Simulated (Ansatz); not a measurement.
# GeH3: the cost of one run

Method: the settings change from run to run; program: Ansatz 0.2.0, Gaussian basis.

26 further runs of the same task are left out: 1 for a mislabelled method, 2 for a known fault of the program, 6 that didn't finish, 17 set aside as unsound or not needed.

### 1 What is computed

The geometry is a PBE0/def2-TZVP stationary point (not a proven minimum) of the parent state, kept for this charge and spin. No spin-orbit coupling is included. The filled d shell of Ge may be among the frozen orbitals whatever the setting's name suggests; the logs give the count.

4 atoms, charge 0, spin multiplicity 4.

Atoms are counted from 1 here; the program's logs count them from 0.

Bond lengths: Ge1–H2 1.539 Å, Ge1–H3 1.539 Å, Ge1–H4 1.539 Å. Angles: H2–Ge1–H3 111.2°, H2–Ge1–H4 111.2°, H3–Ge1–H4 111.2°.

As a file:

```xyz
4

Ge    0.00003    0.00000   -0.01873
H     1.46501    0.01689    0.45257
H    -0.74828    1.26109    0.44840
H    -0.71915   -1.27778    0.44884
```

### 2 BCCD on ROHF/def2-SVPD

in.yaml

```yaml
crystal:
  periodic: [false, false, false]
  atoms:
    - {symbol: Ge, position_ang: [0.000034, -0.000003, -0.018730]}
    - {symbol: H, position_ang: [1.465006, 0.016889, 0.452573]}
    - {symbol: H, position_ang: [-0.748285, 1.261093, 0.448403]}
    - {symbol: H, position_ang: [-0.719150, -1.277779, 0.448837]}
basis:
  gaussian: {orbitals: def2-SVPD, point_charges: [{charge: 1.00, position_ang: [4.078, 0.755, 0.301]}]}
magnetization: {spin_polarized: false, initial_magnetization: 3}
correlation: {method: bccd, electrons: outside_noble_gas}
output: {forces: true}
```

Started as:

```sh
$ ansatz run in.yaml --threads 1 --pin off --events-out ev --progress --plain --max-ram 2393MiB
```

Q: Estimate wall time and peak memory on 1 thread of Intel Xeon Platinum 8488C, shared host.

About 23 s, with a peak of 0.29 GiB.
